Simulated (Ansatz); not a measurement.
# AlIr: how the settings move a relaxation

Question: which choices in the input matter for AlIr?

Program: Ansatz 0.2.0. Level of theory: reference: DFT, PBEsol, PAW with Ansatz's default frozen-core files, scalar-relativistic. These are calculated values, not measurements.

## 1. Starting point

Symmetry: Pm-3m, No. 221, cubic system. Conventional cell: a = 2.837 Å, b = 2.837 Å, c = 2.837 Å, α = 90.00°, β = 90.00°, γ = 90.00°. Around Al (site symmetry m-3m) lie 8 Ir at 2.46 Å. Around Ir (site symmetry m-3m) lie 8 Al at 2.46 Å.

Coordinates:

```
Al Ir
1.0
     2.83665    0.00000    0.00000
     0.00000    2.83665    0.00000
     0.00000    0.00000    2.83665
Al Ir
1 1
Direct
  0.00000 0.00000 0.00000
  0.50000 0.50000 0.50000
```

## 2. Reference

The input, input.yaml:

```yaml
crystal:
  lattice:
    - [2.8366466939, 0.0, 0.0]
    - [0.0, 2.8366466939, 0.0]
    - [0.0, 0.0, 2.8366466939]
  atoms:
    - { symbol: Al, position: [0.0, 0.0, 0.0] }
    - { symbol: Ir, position: [0.5, 0.5, 0.5] }
kpoints:
  mp_grid: { grid: [12, 12, 12] }
scf:
  occupations: { method: fermi_dirac, width: 0.05 }
hamiltonian:
  xc: pbesol
  pseudopotentials: { kind: paw }
output:
  forces: true
  stress: true
relax:
  f_tol: 0.01
  max_steps: 30
```

Run with:

```bash
ansatz run input.yaml --threads 1 --pin off --max-ram 2048MiB --backend cpu --events-out ev --progress --plain --runs-dir out
```

The main lines of its log:

```text
[...]
Basis set: ecut = 420 eV, 461 PW (Γ), exchange–correlation on 40×40×40 points (8 copies of the dense FFT grid, shifted against one another)
[...]
k-points: 84 of 1728
[...]
SCF iter   1: F=—  HF=-12324.857432 eV  |F-HF|=—  |Δ(HF+E_count)|=         —  Δρ=4.44e-3  dr2=2.03e-3  ethr=1.77e-3  ⟨swp⟩=5.3  Hψ=5888  notcnv=0
preconditioner: auto → none  [insulator: Δε(μ)=0.121 eV  Ē_g=11.228 eV  σ=0.050 eV  W_gap=0.52  n_scr=6 (ndim 8)  ℏωp=26.9 eV  f_vac=0.000  D(μ)=0.27/eV (n_scr^D=0)  ε∞_Penn≈6.8]
SCF iter   2: F=—  HF=-12324.856627 eV  |F-HF|=—  |Δ(HF+E_count)|=   8.05e-4  Δρ=2.00e-3  dr2=2.77e-4  ethr=1.01e-5  ⟨swp⟩=2.2  Hψ=2273  notcnv=0
[...]
SCF iter   5: F=-12324.856403 eV  HF=-12324.856403 eV  |F-HF|=2.55e-11  |Δ(HF+E_count)|=   8.17e-9  Δρ=2.48e-6  dr2=4.70e-10  ethr=3.96e-10  ⟨swp⟩=2.0  Hψ=1682  notcnv=0
SCF iter   6: F=-12324.856403 eV  HF=-12324.856403 eV  |F-HF|=7.28e-12  |Δ(HF+E_count)|=  5.64e-11  Δρ=2.96e-7  dr2=4.58e-12  ethr=2.35e-12  ⟨swp⟩=1.0  Hψ=3511  notcnv=0
[...]
relax step   1: F+E_penalty+E_count = -12324.85640295 eV  Δ(F+E_penalty+E_count) = +0.000e0 eV  max|allowed force component| = 2.630e-29 eV/Å  Δτ_max = 0.0000 Å  (6 SCF iters, accepted)
SCF converged after 6 iterations
Free energy (F): -12324.856403 eV
[...]
E sigma→0 (E₀):  -12324.855228 eV
[...]
Fermi energy:    23.035541 eV
[...]
  P = ⅓ Tr σ = 55.3247 GPa (553.247 kbar)
--- Relaxed structure (1 steps of the walk, 1 accepted, 0 SCFs on fresh bases) ---
[...]
```

Wall time 2.2 s (1 thread of Intel Xeon Platinum 8259CL at 2.50GHz (Skylake/Cascade Lake), shared host); peak memory 0.34 GiB.

## 3. Variant: mp_grid.grid [18, 18, 18]

Edit input.yaml of step 2 so:

```diff
@@ -9,3 +9,3 @@
 kpoints:
-  mp_grid: { grid: [12, 12, 12] }
+  mp_grid: { grid: [18, 18, 18] }
 scf:
```

Run with:

```bash
ansatz run input.yaml --threads 1 --pin off --max-ram 2048MiB --backend cpu --events-out ev --progress --plain --runs-dir out
```

The program printed, cut to the lines that bear on the results:

```text
Warning: output.stress: scf.convergence.dr2_threshold = 1e-7 eV (the SCF's general default) is looser than the 2e-10 eV advised for a printed stress (1e-10 eV for each atom of the cell: 2). What an SCF threshold leaves in a stress goes as its square root, and in the free energy as the [...]
Pseudopotentials: kind: paw
Pseudopotential: Al, paw, valence charge 3, recommended cutoff 420 eV (normal)
Pseudopotential: Ir, paw, valence charge 17, recommended cutoff 420 eV (normal)
Functional definition: PBEsol
[...]
Crystal: 2 atoms, lattice volume = 22.825 Å³
Basis set: ecut = 420 eV, 461 PW (Γ), exchange–correlation on 40×40×40 points (8 copies of the dense FFT grid, shifted against one another)
Bands: 14, of which v1, the nominal top of the filled ones, is band 10 counted from 1 (9 counted from 0)
Symmetry: 48 space group operations
Space group: Pm-3m (ITA 221), of the structure as read, at distance tolerance 2.8e-5 Å
k-points: 220 of 5832
[...]
SCF iter   1: F=—  HF=-12324.857294 eV  |F-HF|=—  |Δ(HF+E_count)|=         —  Δρ=4.50e-3  dr2=2.09e-3  ethr=1.77e-3  ⟨swp⟩=5.3  Hψ=15233  notcnv=0
[...]
SCF iter   6: F=-12324.856248 eV  HF=-12324.856248 eV  |F-HF|=2.78e-10  |Δ(HF+E_count)|=   3.45e-9  Δρ=2.60e-6  dr2=5.01e-10  ethr=4.98e-11  ⟨swp⟩=1.4  Hψ=9360  notcnv=0
[...]
relax step   1: F+E_penalty+E_count = -12324.85624829 eV  Δ(F+E_penalty+E_count) = +0.000e0 eV  max|allowed force component| = 1.805e-29 eV/Å  Δτ_max = 0.0000 Å  (6 SCF iters, accepted)
SCF converged after 6 iterations
Free energy (F): -12324.856248 eV
[...]
E sigma→0 (E₀):  -12324.854829 eV
Entropy (-TS):   -0.002839 eV (-1.420 meV/atom)
Fermi energy:    23.029877 eV
[...]
--- Forces (eV/Å), atoms counted from 1 ---
  atom   1  Al    -0.00000000     0.00000000     0.00000000
  atom   2  Ir     0.00000000     0.00000000    -0.00000000
[...]
--- Stress (GPa, compression-positive) ---
       55.325519      -0.000000      -0.000000
       -0.000000      55.325519       0.000000
        0.000000       0.000000      55.325519
  P = ⅓ Tr σ = 55.3255 GPa (553.255 kbar)
--- Relaxed structure (1 steps of the walk, 1 accepted, 0 SCFs on fresh bases) ---
  F+E_penalty+E_count = -12324.85624829 eV   max|allowed force component| = 1.805e-29 eV/Å
  atoms:
    - { symbol: Al, position: [0.0, 0.0, 0.0] }
    - { symbol: Ir, position: [0.5, 0.5, 0.5] }
```

Run time: 3.9 s. Hardware: 1 thread of Intel Xeon Platinum 8259CL at 2.50GHz (Skylake/Cascade Lake), shared host; peak memory 0.39 GiB.

Changing the k-point mesh hardly moves the energy: +0.1 meV/atom. Cost: 3.9 s against 2.2 s.

## 4. Comparison

| run | ending | energy change | pressure (GPa) | gap (eV) | force (eV/Å) | cycles | time |
| --- | --- | --- | --- | --- | --- | --- | --- |
| reference | converged | 0 | 55.3 | 0.00 | 0.00 | 6 | 2.2 s |
| 1: mp_grid.grid [18, 18, 18] | converged | +0.1 meV/atom | 55.3 | 0.00 | 0.00 | 6 | 3.9 s |

What this shows: Changing the k-point mesh leaves the energy as it was (+0.1 meV/atom). Cost: 3.9 s against 2.2 s. The structure is not at rest: the sound run finds 55 GPa, so these are no properties of the relaxed crystal. Symmetry fixes the atoms and the cell is held, so no setting can move this relaxation. 
